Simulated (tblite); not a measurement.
# C6H12Ge: the cost of one run

Programs: tblite 0.8.0 and PySCF 2.14.0, with density-fitted response routines of our own. Each step states its level of theory. These are calculated values for one molecule in the gas phase, unless marked as measured. Atoms are numbered from 0 throughout.

### Step 1. The starting structure

19 atoms, charge 0, multiplicity 1; geometry from: force field or distance geometry start.

Bonds of the start (Å): C0–C1 1.33, C1–C2 1.49, C1–C3 1.51, C3–C4 1.53, C4–C5 1.53, C5–Ge6 1.95, C5–C3 1.52, C0–H7 1.09, C0–H8 1.09, C2–H9 1.12, C2–H10 1.11, C2–H11 1.10, C3–H12 1.13, C4–H13 1.11, C4–H14 1.10, C5–H15 1.10, Ge6–H16 1.54, Ge6–H17 1.55, Ge6–H18 1.56.

### Step 2. Relaxing the molecule with GFN2-xTB

The job: settings as JSON, then the geometry in Å.

```
{"job": {"kind": "relax", "xc": "GFN2-xTB", "basis": "xTB"}, "charge": 0, "multiplicity": 1}
C     -1.981100     1.556200     0.370500
C     -1.255000     0.631400    -0.254900
C     -1.495700     0.309400    -1.690700
C     -0.239300    -0.165300     0.530200
C      0.894000     0.651900     1.148300
C      1.154300    -0.229200    -0.069400
Ge     2.135000    -1.866200     0.339600
H     -1.842800     1.776900     1.431200
H     -2.739700     2.116000    -0.171300
H     -2.577200     0.045400    -1.837500
H     -1.261900     1.196300    -2.319500
H     -0.887600    -0.546900    -2.028900
H     -0.578500    -1.025300     1.175800
H      0.887600     1.739200     0.903900
H      1.271700     0.274900     2.112000
H      1.326800     0.326100    -1.002800
H      1.819400    -2.930300    -0.734700
H      3.654000    -1.577600     0.351100
H      1.706000    -2.402100     1.739700
```

Run with:

```console
$ OMP_NUM_THREADS=1 python probes_run.py task.json out
```

This one command runs all jobs of the session in turn.

Q: Estimate the wall time of this first job on 1 thread of Intel Xeon at 2.50GHz, shared host.

About 3.9 s.
